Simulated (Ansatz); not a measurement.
# VN2: convergence and cost

This session on VN2 sets out to see how the functional moves the results.

Method: DFT PBEsol, scalar-relativistic, plane waves, PAW for the base; runs at other levels say so in their headings and inputs, unless a step's input says otherwise, in Ansatz 0.2.0.

1 further run of the same task is left out (set aside as unsound or not needed).

## (1) The starting structure

The structure is tetragonal, space group I4/mcm (No. 140). The conventional cell has a = 4.301 Å, b = 4.301 Å, c = 4.983 Å, α = 90.00°, β = 90.00°, γ = 90.00°. V (site symmetry 422) has 8 N at 2.13 Å in its first shell of neighbours. N (site symmetry m2m) has 1 N at 1.40 Å and 4 V at 2.13 Å in its first shell of neighbours.

As a file:

```cif
data_structure
_symmetry_space_group_name_H-M 'I4/mcm'
_symmetry_Int_Tables_number 140
_cell_length_a 4.3015
_cell_length_b 4.3015
_cell_length_c 4.9827
_cell_angle_alpha 90.000
_cell_angle_beta 90.000
_cell_angle_gamma 90.000
_cell_volume 92.19
loop_
_atom_site_label
_atom_site_type_symbol
_atom_site_symmetry_multiplicity
_atom_site_Wyckoff_symbol
_atom_site_fract_x
_atom_site_fract_y
_atom_site_fract_z
_atom_site_occupancy
V1 V 4 a 0.00000 0.00000 0.25000 1
N1 N 8 h 0.61510 0.11510 0.00000 1
```

The structure comes from the Crystallography Open Database; it is used as listed.

## (2) The base input

Contents of input.yaml:

```yaml
crystal:
  lattice:
    - [-2.15075, 2.15075, 2.49135]
    - [2.15075, -2.15075, 2.49135]
    - [2.15075, 2.15075, -2.49135]
  atoms:
    - { symbol: V, position: [0.25, 0.25, 0.0] }
    - { symbol: V, position: [0.75, 0.75, 0.0] }
    - { symbol: "N", position: [0.1151, 0.6151, 0.7302] }
    - { symbol: "N", position: [0.6151, 0.8849, 0.5] }
    - { symbol: "N", position: [0.8849, 0.3849, 0.2698] }
    - { symbol: "N", position: [0.3849, 0.1151, 0.5] }
basis:
  ecutwfc: 420
kpoints:
  mp_grid: { grid: [12, 12, 12] }
hamiltonian:
  xc: pbesol
scf:
  occupations: { method: gaussian, width: 0.1 }
output:
  forces: true
  stress: true
  eigenvalues: true
  populations: true
  write_density: true
  write_potential: true
  elf: true
  volumetric_format: npy
```

It was run beforehand and gave: -1214.6234 eV/atom at zero smearing, pressure -11.60 GPa, largest force 0.460 eV/Å, no gap on the mesh, in 6 SCF cycles and 22 s.

## (3) Functional: LDA

Contents of input.yaml:

```yaml
crystal:
  lattice:
    - [-2.15075, 2.15075, 2.49135]
    - [2.15075, -2.15075, 2.49135]
    - [2.15075, 2.15075, -2.49135]
  atoms:
    - { symbol: V, position: [0.25, 0.25, 0.0] }
    - { symbol: V, position: [0.75, 0.75, 0.0] }
    - { symbol: "N", position: [0.1151, 0.6151, 0.7302] }
    - { symbol: "N", position: [0.6151, 0.8849, 0.5] }
    - { symbol: "N", position: [0.8849, 0.3849, 0.2698] }
    - { symbol: "N", position: [0.3849, 0.1151, 0.5] }
basis:
  ecutwfc: 420
kpoints:
  mp_grid: { grid: [12, 12, 12] }
hamiltonian:
  xc: lda
scf:
  occupations: { method: gaussian, width: 0.1 }
output:
  forces: true
  stress: true
  eigenvalues: true
```

Command:

```
$ ansatz run input.yaml --threads 1 --pin off --max-ram 2560MiB --backend cpu --events-out ev --progress --plain --runs-dir out
```

## (4) Functional: PBE

input.yaml, as its differences from that of step 3:

```diff
@@ -17,3 +17,3 @@
 hamiltonian:
-  xc: lda
+  xc: pbe
 scf:
```

## (5) Functional: r2SCAN

input.yaml, as its differences from that of step 4:

```diff
@@ -13,3 +13,3 @@
 basis:
-  ecutwfc: 420
+  ecutwfc: 500
 kpoints:
@@ -17,3 +17,3 @@
 hamiltonian:
-  xc: pbe
+  xc: r2scan
 scf:
```

(Steps that only read results are left out.)

**Question.** What does this series show? Wanted: gap on the mesh.

As calculated:

```
                          quantity                                                 value
gap on the mesh (eV) by functional  PBEsol: metal; LDA: metal; PBE: metal; r2SCAN: metal
```

**Reading.** No run finds a gap on its mesh. Pressures at the fixed cell order as LDA, PBEsol, r2SCAN, PBE, and so would the relaxed volumes, smallest first. The listed cell is far from this method's equilibrium (-11.6 GPa, forces up to 0.46 eV/Å), so its values are not those of the relaxed crystal.

No run allows spin polarisation, though the cell holds V.
